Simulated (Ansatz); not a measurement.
# doublet C2H5BO+ at 3 levels

We compute a comparison of 3 runs (UB3LYP/6-31G*, U-r2SCAN/def2-SVP, RPA@PBE/def2-SVP) of doublet C2H5BO+. 

The calculation is run with Ansatz 0.2.0.

68 further runs of the same task are left out: 68 set aside as unsound or not needed.

## (1) The system as given

C2H5BO+: 9 atoms, total charge +1, spin state doublet. As SMILES of the parent species, `B1CCO1`. The shape is that of a PBE0-D4/def2-TZVP optimisation. That shape belongs to the parent species and isn't relaxed for this state.

Bond lengths: B1–C2 1.580 Å, C2–C3 1.533 Å, B1–O4 1.364 Å, C3–O4 1.455 Å, B1–H5 1.195 Å, C2–H6 1.091 Å, C2–H7 1.091 Å, C3–H8 1.092 Å, C3–H9 1.092 Å. Some angles: B1–C2–C3 80.2°, C2–B1–O4 95.4°, C2–C3–O4 93.7°, B1–O4–C3 90.7°, B1–C2–H6 117.4°, B1–C2–H7 117.4°, C3–C2–H6 115.4°, C3–C2–H7 115.4°, C2–B1–H5 139.9°, O4–B1–H5 124.7°.

## (2) A single-point energy at UB3LYP/6-31G(d) (Cartesian functions) (run 1)

The input, run.yaml:

```yaml
crystal:
  periodic: [false, false, false]
  atoms:
    - {symbol: B, position_ang: [-0.402600, 0.301700, -1.082000]}
    - {symbol: C, position_ang: [0.506000, 0.617000, 0.171000]}
    - {symbol: C, position_ang: [-0.098600, -0.719600, 0.617700]}
    - {symbol: O, position_ang: [-0.884800, -0.878500, -0.596200]}
    - {symbol: H, position_ang: [-0.697000, 0.772800, -2.139500]}
    - {symbol: H, position_ang: [0.236300, 1.479000, 0.782200]}
    - {symbol: H, position_ang: [1.586200, 0.614100, 0.021000]}
    - {symbol: H, position_ang: [-0.757600, -0.681300, 1.487200]}
    - {symbol: H, position_ang: [0.600600, -1.551500, 0.721500]}
basis:
  gaussian:
    orbitals: "6-31G*"
total_charge: 1
magnetization:
  spin_polarized: true
  initial_magnetization: 1
hamiltonian:
  xc: {name: B3LYP}
accuracy: high
output: {orbitals: {seedname: orbitals}}
```

Run with:

```bash
$ ansatz run run.yaml --threads 1 --pin off --max-ram 3480MiB --events-out events.jsonl --progress --plain --runs-dir runs
```

The program printed:

```text
Warning: RAYON_NUM_THREADS=1 ignored (pool sized by the plan → 1); use --threads N
Functional definition: B3LYP
  name "B3LYP"
  parameter a0 = 0.2
  parameter ax = 0.72
  parameter ac = 0.81
  exchange = (1 - a0 - ax)*slater_x + ax*b88_x + a0*exact_x
  correlation = (1 - ac)*vwn_rpa_c + ac*lyp_c
1666 factors; integrals over basis functions are off by at most 3.2e-9 eV
mean field evaluation 1: about -4855.1863 eV, gradient 5.5e1 eV
mean field evaluation 2: about -4803.1787 eV, gradient 1.2e2 eV
mean field evaluation 4: about -4867.9683 eV, gradient 8.9e0 eV
mean field evaluation 8: about -4868.5261 eV, gradient 5.3e-1 eV
mean field evaluation 16: about -4868.5290 eV, gradient 3.4e-3 eV
mean field evaluation 32: about -4868.5290 eV, gradient 7.0e-7 eV
mean field -4868.52895858 eV, -178.9151392204 hartree, gradient 5.8e-8 eV, S^2 0.753935; 4 other end points of the search recorded, 0 dependent functions left out
reference -4868.52898980 eV, -178.9151403677 hartree; 15, 14 occupied and 55, 56 virtual orbitals, 1666 factors
Total energy: -4868.52898980 eV, -178.9151403677 hartree
```

Run time: 14 s. Hardware: 1 thread of Arm Neoverse V2, shared host; peak memory 0.28 GiB.

## (3) A single-point energy at U-r2SCAN/def2-SVP (run 2)

The input, run.yaml:

```yaml
crystal:
  periodic: [false, false, false]
  atoms:
    - symbol: B
      position_ang: [-0.402600, 0.301700, -1.082000]
    - symbol: C
      position_ang: [0.506000, 0.617000, 0.171000]
    - symbol: C
      position_ang: [-0.098600, -0.719600, 0.617700]
    - symbol: O
      position_ang: [-0.884800, -0.878500, -0.596200]
    - symbol: H
      position_ang: [-0.697000, 0.772800, -2.139500]
    - symbol: H
      position_ang: [0.236300, 1.479000, 0.782200]
    - symbol: H
      position_ang: [1.586200, 0.614100, 0.021000]
    - symbol: H
      position_ang: [-0.757600, -0.681300, 1.487200]
    - symbol: H
      position_ang: [0.600600, -1.551500, 0.721500]
basis:
  gaussian: {orbitals: def2-SVP}
magnetization: {spin_polarized: true, initial_magnetization: 1}
total_charge: 1
hamiltonian: {xc: {name: r2SCAN}}
accuracy: high
output: {orbitals: {seedname: orbitals}}
```

Run with:

```bash
$ ansatz run run.yaml --threads 1 --pin off --max-ram 3480MiB --events-out events.jsonl --progress --plain --runs-dir runs
```

The program printed:

```text
Warning: RAYON_NUM_THREADS=1 ignored (pool sized by the plan → 1); use --threads N
Functional definition: r2SCAN
  name "r2SCAN"
  parameter k0 = 0.174
  parameter k1 = 0.065
  parameter a1 = 4.9479
  exchange = r2scan_x(k0 = k0, k1 = k1, a1 = a1)
  correlation = r2scan_c
1976 factors; integrals over basis functions are off by at most 3.5e-9 eV
mean field evaluation 1: about -4846.1257 eV, gradient 5.7e1 eV
mean field evaluation 2: about -4779.7091 eV, gradient 1.3e2 eV
mean field evaluation 4: about -4860.8007 eV, gradient 1.5e1 eV
mean field evaluation 8: about -4861.8546 eV, gradient 5.6e-1 eV
mean field evaluation 16: about -4861.8603 eV, gradient 6.9e-4 eV
mean field evaluation 32: about -4861.0342 eV, gradient 8.9e0 eV
mean field -4861.86028226 eV, -178.6700698857 hartree, gradient 3.9e-8 eV, S^2 0.755612; 6 other end points of the search recorded, 0 dependent functions left out
reference -4861.86028416 eV, -178.6700699556 hartree; 15, 14 occupied and 66, 67 virtual orbitals, 1976 factors
Total energy: -4861.86028416 eV, -178.6700699556 hartree
```

Wall time 20 s (1 thread of Arm Neoverse V2, shared host); peak memory 0.38 GiB.

## (4) A single-point energy at RPA@PBE/def2-SVP (run 3)

The input, input.yaml:

```yaml
crystal:
  periodic: [false, false, false]
  atoms:
    - {symbol: B, position_ang: [-0.402600, 0.301700, -1.082000]}
    - {symbol: C, position_ang: [0.506000, 0.617000, 0.171000]}
    - {symbol: C, position_ang: [-0.098600, -0.719600, 0.617700]}
    - {symbol: O, position_ang: [-0.884800, -0.878500, -0.596200]}
    - {symbol: H, position_ang: [-0.697000, 0.772800, -2.139500]}
    - {symbol: H, position_ang: [0.236300, 1.479000, 0.782200]}
    - {symbol: H, position_ang: [1.586200, 0.614100, 0.021000]}
    - {symbol: H, position_ang: [-0.757600, -0.681300, 1.487200]}
    - {symbol: H, position_ang: [0.600600, -1.551500, 0.721500]}
basis:
  gaussian:
    orbitals: def2-SVP
total_charge: 1
magnetization:
  spin_polarized: true
  initial_magnetization: 1
hamiltonian:
  xc: pbe
correlation:
  method: rpa
  frozen_orbitals: {B: 1, C: 1, H: 0, O: 1}
accuracy: high
```

Run with:

```bash
$ ansatz run input.yaml --threads 1 --pin off --max-ram 3480MiB --events-out events.jsonl --progress --plain --runs-dir runs
```

The program printed, shortened:

```text
Warning: RAYON_NUM_THREADS=1 ignored (pool sized by the plan → 1); use --threads N
Functional definition: PBE
  name "PBE"
[...]
1976 factors; integrals over basis functions are off by at most 3.5e-9 eV
[...]
mean field -4858.62608833 eV, -178.5512154510 hartree, gradient 2.7e-8 eV, S^2 0.752155; 8 other end points of the search recorded, 0 dependent functions left out
4 core orbitals not correlated: weight in the atoms' cores, before any rotation towards them, 1.000 or more for the frozen orbitals, at most 0.000 for the correlated occupied ones
reference -4833.91435927 eV, -177.6430761585 hartree; 11, 10 occupied and 66, 67 virtual orbitals, 1976 factors
Total energy: -4857.79609588 eV, -178.5207137910 hartree
```

Wall time 24 s (1 thread of Arm Neoverse V2, shared host); peak memory 0.45 GiB.

## (5) The series

| run | level | Cartesian functions | frozen core orbitals | energy (Eh) | HOMO energy (eV) | LUMO energy (eV) | ⟨S²⟩ | wall time |
| --- | --- | --- | --- | --- | --- | --- | --- | --- |
| 1 | UB3LYP/6-31G* (Cartesian functions) | yes | – | -178.915140 | -15.57 | -13.35 | 0.754 | 14 s |
| 2 | U-r2SCAN/def2-SVP | no | – | -178.670070 | -14.73 | -13.93 | 0.756 | 20 s |
| 3 | RPA@PBE/def2-SVP | no | 4 | -178.520714 | – | – | 0.752 | 24 s |

## (6) What came out

| quantity | value |
| --- | --- |
| run 3: total energy | -178.52071 Eh |
| run 3: RPA correlation energy (valence) | -877.6 mEh |
| run 3: ⟨S²⟩ of the reference determinant | 0.752 |

In words: Totals of different functionals can't be ranked against each other. All runs together took 58 s, the longest 24 s.
